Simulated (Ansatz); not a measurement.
# CH5GaN2: one species, many methods

How much do the methods differ for CH5GaN2? The plan is to run it at one geometry with functionals of several rungs and with coupled cluster, and see how far each lands from CCSD(T) at the basis-set limit for the atomisation energy.

The runs use Ansatz 0.2.0, Gaussian basis; functionals in def2-TZVPP, the program's frozen cores in correlated methods.

Plan: LDA (SPW92), PBE-D4, revPBE-D4, BLYP-D4, r2SCAN-D4, B97M-V, PBE0-D4, B3LYP-D4, r2SCANh-D4, r2SCAN0-D4, HSE06-D4, BHLYP-D4, CAM-B3LYP-D4, LC-ωPBE, ωB97X-V, ωB97M-V, B2PLYP, PBE-QIDH; CCSD(T)/def2-SVP; CCSD(T)/def2-TZVPP; CCSD(T)/def2-QZVPP; extrapolation to the limit; RPA on PBE.

**1. The relaxed structure**

All runs share one geometry, relaxed beforehand with PBE0-D4 in a triple-zeta def2 set.

SMILES `N=[CH][GaH][NH2]`, 9 atoms, charge 0, spin multiplicity 1.

Atoms are counted from 1 here; the program's logs count them from 0.

Bond lengths: N1–C2 1.272 Å, N1–H5 1.024 Å, C2–Ga3 1.987 Å, C2–H6 1.101 Å, Ga3–N4 1.805 Å, Ga3–H7 1.561 Å, N4–H8 1.007 Å, N4–H9 1.004 Å. Angles: C2–N1–H5 111.9°, N1–C2–Ga3 116.2°, N1–C2–H6 121.2°, Ga3–C2–H6 122.6°, C2–Ga3–N4 112.2°, C2–Ga3–H7 127.4°, N4–Ga3–H7 120.4°, Ga3–N4–H8 120.8°, Ga3–N4–H9 126.2°, H8–N4–H9 113.1°.

**2. LDA**

This LDA is Slater exchange with PW92 correlation.

in.yaml reads:

```yaml
crystal:
  periodic: [false, false, false]
  atoms:
    - {symbol: N, position_ang: [-1.508380, 0.972403, 0.032646]}
    - {symbol: C, position_ang: [-0.291732, 1.309921, 0.184284]}
    - {symbol: Ga, position_ang: [1.046342, -0.153776, 0.061160]}
    - {symbol: N, position_ang: [0.276205, -1.755205, -0.257098]}
    - {symbol: H, position_ang: [-2.140096, 1.775029, 0.108417]}
    - {symbol: H, position_ang: [-0.009227, 2.357709, 0.372718]}
    - {symbol: H, position_ang: [2.596172, -0.036509, 0.207160]}
    - {symbol: H, position_ang: [-0.722762, -1.836367, -0.351830]}
    - {symbol: H, position_ang: [0.753468, -2.633204, -0.357437]}
basis:
  gaussian: {orbitals: def2-TZVPP}
hamiltonian: {xc: lda}
output: {orbitals: {seedname: orbitals}}
```

Command:

```bash
$ ansatz run in.yaml --threads 2 --pin off --events-out ev --progress --plain --max-ram 32768MiB --backend cpu
```

Further steps of the session: PBE-D4 (GGA); revPBE-D4 (GGA); BLYP-D4 (GGA); r2SCAN-D4 (meta-GGA); B97M-V (meta-GGA); B3LYP-D4 (hybrid); r2SCANh-D4 (hybrid); r2SCAN0-D4 (hybrid); HSE06-D4 (hybrid); BHLYP-D4 (hybrid); CAM-B3LYP-D4 (range-separated); LC-ωPBE (range-separated); ωB97X-V (range-separated); ωB97M-V (range-separated); B2PLYP (double hybrid); PBE-QIDH (double hybrid); CCSD(T) in def2-SVP; CCSD(T) in def2-TZVPP; CCSD(T) in def2-QZVPP; RPA on PBE orbitals.

Before running them: what should the planned runs give, taken together? Wanted: atomisation energy, CCSD(T)/CBS; farthest beyond LDA; mean size of error, GGA; mean size of error, meta-GGA; mean size of error, hybrid; mean size of error, range-separated; mean size of error, double hybrid; gap, smallest and largest; T1 diagnostic.

The runs gave:

```
                               quantity                                                                                                        value
        atomisation energy, CCSD(T)/CBS                                                                                                3010.3 kJ/mol
 functionals within 30.1 kJ/mol (1.0 %)  revPBE-D4, BLYP-D4, r2SCAN-D4, B97M-V, PBE0-D4, B3LYP-D4, HSE06-D4, CAM-B3LYP-D4, LC-ωPBE, ωB97X-V, ωB97M-V
                    farthest beyond LDA                                                                                     BHLYP-D4 (-122.8 kJ/mol)
                mean size of error, GGA                                                                                                  34.4 kJ/mol
           mean size of error, meta-GGA                                                                                                  15.7 kJ/mol
             mean size of error, hybrid                                                                                                  47.6 kJ/mol
    mean size of error, range-separated                                                                                                   8.6 kJ/mol
      mean size of error, double hybrid                                                                                                  42.2 kJ/mol
              gap, smallest and largest                                                                    3.05 eV (LDA (SPW92)), 10.42 eV (LC-ωPBE)
                          T1 diagnostic                                                                                                       0.0142
triples share of the correlation energy                                                                                                        4.2 %
```

**Reading.** LDA overbinds by 471.6 kJ/mol (16 %). PBE-D4 misses by +71.6 kJ/mol. Double hybrids carry the basis error of their MP2 part in triple zeta, and no dispersion term here, so their miss is partly the set-up's. The rungs range-separated, meta-GGA miss on average by less than the doubt on the reference (30.1 kJ/mol), so they tie. Misses under about 30.1 kJ/mol are within the doubt on the reference itself, which lacks core-valence correlation, relativity and higher excitations, and its outer-core shells are covered unevenly. Hartree-Fock recovers 66 % of the binding; the rest is correlation. CCSD(T) in def2-SVP is off by -213.1 kJ/mol, worse than the median functional, from the basis alone. Orbital gaps span 3.0 to 10.4 eV; exact exchange widens them. The restricted reference is unstable towards a spin-broken one. Correlated methods include outer-core shells of Ga, which these sets cover unevenly.
